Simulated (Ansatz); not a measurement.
**CH₃NOSi: one species, many methods**

How much do the methods differ for CH₃NOSi? The plan is to run it at one geometry with functionals of several rungs and with coupled cluster, and see how far each lands from CCSD(T) at the basis-set limit for the atomisation energy.

Program: Ansatz 0.2.0, Gaussian basis. Level of theory: functionals in def2-TZVPP, the program's frozen cores in correlated methods. These are calculated values, not measurements.

The runs, in order: LDA (SPW92), PBE-D4, revPBE-D4, BLYP-D4, r2SCAN-D4, B97M-V, PBE0-D4, B3LYP-D4, r2SCANh-D4, r2SCAN0-D4, HSE06-D4, BHLYP-D4, CAM-B3LYP-D4, LC-ωPBE, ωB97X-V, ωB97M-V, B2PLYP, PBE-QIDH; CCSD(T)/def2-SVP; CCSD(T)/def2-TZVPP; MP2/def2-QZVPP; extrapolation to the limit; RPA on PBE.

## (1) Structure used throughout

An earlier PBE0-D4 in a triple-zeta def2 set relaxation fixed the geometry.

SMILES `N#CO[SiH3]`, 7 atoms, charge 0, spin multiplicity 1.

Atoms are counted from 1 here; the program's logs count them from 0.

Bond lengths: N1–C2 1.155 Å, C2–O3 1.278 Å, O3–Si4 1.697 Å, Si4–H5 1.474 Å, Si4–H6 1.479 Å, Si4–H7 1.479 Å. Angles: N1–C2–O3 178.6°, C2–O3–Si4 124.2°, O3–Si4–H5 103.3°, O3–Si4–H6 108.3°, O3–Si4–H7 108.3°, H5–Si4–H6 112.6°, H5–Si4–H7 112.5°, H6–Si4–H7 111.4°.

## (2) LDA

This LDA is Slater exchange with PW92 correlation.

Input file in.yaml:

```yaml
crystal:
  periodic: [false, false, false]
  atoms:
    - {symbol: N, position_ang: [1.955804, -1.202325, 1.496337]}
    - {symbol: C, position_ang: [1.055970, -1.072294, 0.784647]}
    - {symbol: O, position_ang: [0.058330, -0.960290, -0.005405]}
    - {symbol: Si, position_ang: [-0.617592, 0.521402, -0.484071]}
    - {symbol: H, position_ang: [-1.727112, 0.118871, -1.367847]}
    - {symbol: H, position_ang: [-1.085230, 1.230025, 0.726414]}
    - {symbol: H, position_ang: [0.420929, 1.296712, -1.195776]}
basis:
  gaussian: {orbitals: def2-TZVPP}
hamiltonian: {xc: lda}
output: {orbitals: {seedname: orbitals}}
```

Command:

```bash
ansatz run in.yaml --threads 2 --pin off --events-out ev --progress --plain --max-ram 4352MiB
```

The runs that follow: PBE-D4 (GGA); revPBE-D4 (GGA); BLYP-D4 (GGA); r2SCAN-D4 (meta-GGA); B97M-V (meta-GGA); B3LYP-D4 (hybrid); r2SCANh-D4 (hybrid); r2SCAN0-D4 (hybrid); HSE06-D4 (hybrid); BHLYP-D4 (hybrid); CAM-B3LYP-D4 (range-separated); LC-ωPBE (range-separated); ωB97X-V (range-separated); ωB97M-V (range-separated); B2PLYP (double hybrid); PBE-QIDH (double hybrid); CCSD(T) in def2-SVP; CCSD(T) in def2-TZVPP; MP2 in def2-QZVPP; RPA on PBE orbitals.

**Question.** What will the summary of the whole plan be? Wanted: atomisation energy, CCSD(T)/CBS; farthest beyond LDA; mean size of error, GGA; mean size of error, meta-GGA; mean size of error, hybrid; mean size of error, range-separated; mean size of error, double hybrid; gap, smallest and largest; T1 diagnostic.

The runs gave:

| quantity | value |
| --- | --- |
| atomisation energy, CCSD(T)/CBS | 640.7 kcal/mol |
| functionals within 3.2 kcal/mol (0.5 %) | revPBE-D4, r2SCAN-D4, B97M-V, B3LYP-D4, HSE06-D4, ωB97M-V, B2PLYP |
| farthest beyond LDA | BHLYP-D4 (-27.5 kcal/mol) |
| mean size of error, GGA | 9.3 kcal/mol |
| mean size of error, meta-GGA | 0.7 kcal/mol |
| mean size of error, hybrid | 10.7 kcal/mol |
| mean size of error, range-separated | 3.6 kcal/mol |
| mean size of error, double hybrid | 6.3 kcal/mol |
| gap, smallest and largest | 5.43 eV (LDA (SPW92)), 12.83 eV (LC-ωPBE) |
| T1 diagnostic | 0.0139 |
| triples share of the correlation energy | 4.2 % |

What this shows: The LDA atomisation energy is off by 102.2 kcal/mol (16 %): it overbinds. PBE-D4 is off by +18.4 kcal/mol. Double hybrids carry the basis error of their MP2 part in triple zeta, and no dispersion term here, so their miss is partly the set-up's. By mean error the best rung here is meta-GGA (0.7 kcal/mol) and the worst beyond LDA is hybrid (10.7 kcal/mol). The mean of the hybrids holds BHLYP, with half exact exchange. The reference freezes the cores and leaves out relativity and excitations past (T), so misses under about 3.2 kcal/mol can't be ranked. Hartree-Fock recovers 67 % of the binding; the rest is correlation. CCSD(T) in def2-SVP is off by -44.5 kcal/mol, so the small basis spoils what the method gains. Orbital gaps span 5.4 to 12.8 eV; exact exchange widens them.
